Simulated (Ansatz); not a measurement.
CuF:

```
Cu F
1.0
     2.47101    0.00000    0.00000
     0.00000    2.47101    0.00000
     0.00000    0.00000    3.41650
Cu F
1 1
Direct
  0.00000 0.00000 0.00000
  0.50000 0.50000 0.50000
```

The cell was built by a generator and needn't be a form met in nature.

- Program: Ansatz 0.2.0
- Task: relaxation of cell and atoms
- Functional: HSE03
- Potentials or basis: Ansatz PAW
- Cutoff: 420 eV (not typed: the program's choice for these potentials)
- k mesh: 6 × 6 × 4
- Occupations: fermi-dirac, width 0.05 eV
- Spin: no spin polarisation

At the start: volume 10.43 Å³/atom.

Where does the relaxation end?

It ends after 14 steps and the volume is 10.60 Å³/atom (+1.6 %); space group Pm-3m (No. 221, to 0.05 Å).

Step by step:
```csv
step,energy change (eV),largest force (eV/Å),volume (Å³)
1,0.0000,0.0000,20.86
2,-0.1690,0.0000,20.77
3,-0.2767,0.0000,20.74
4,-0.3317,0.0000,20.82
5,-0.3374,0.0000,20.83
6,-0.3377,0.0000,20.76
7,-0.3376,0.0000,20.79
8,-0.3634,0.0000,20.79
9,-0.3689,0.0000,21.07
10,-0.3692,0.0000,21.18
11,-0.3692,0.0000,21.18
12,-0.3715,0.0000,21.18
13,-0.3715,0.0000,21.20
14,-0.3716,0.0000,21.20
```

Final structure:
```
Cu F
1.0
     2.76624    0.00000    0.00000
     0.00000    2.76624    0.00000
     0.00000    0.00000    2.77027
Cu F
1 1
Cartesian
  0.0000 0.0000 0.0000
  1.3831 1.3831 1.3851
```

Caveat: the k mesh is coarse (spacing up to 0.46 Å⁻¹), so the values aren't converged, least of all with exact exchange; the plane-wave basis is chosen anew once the cell has moved, so the energies of steps on either side of that aren't comparable; the pressure holds a Pulay correction of +0.6 GPa for the finite cutoff; the run has no spin polarisation, though such a crystal can be magnetic; the PAW data sets come from PBE, with cores solved anew for the run's functional, which leaves a small shift of forces and pressure.
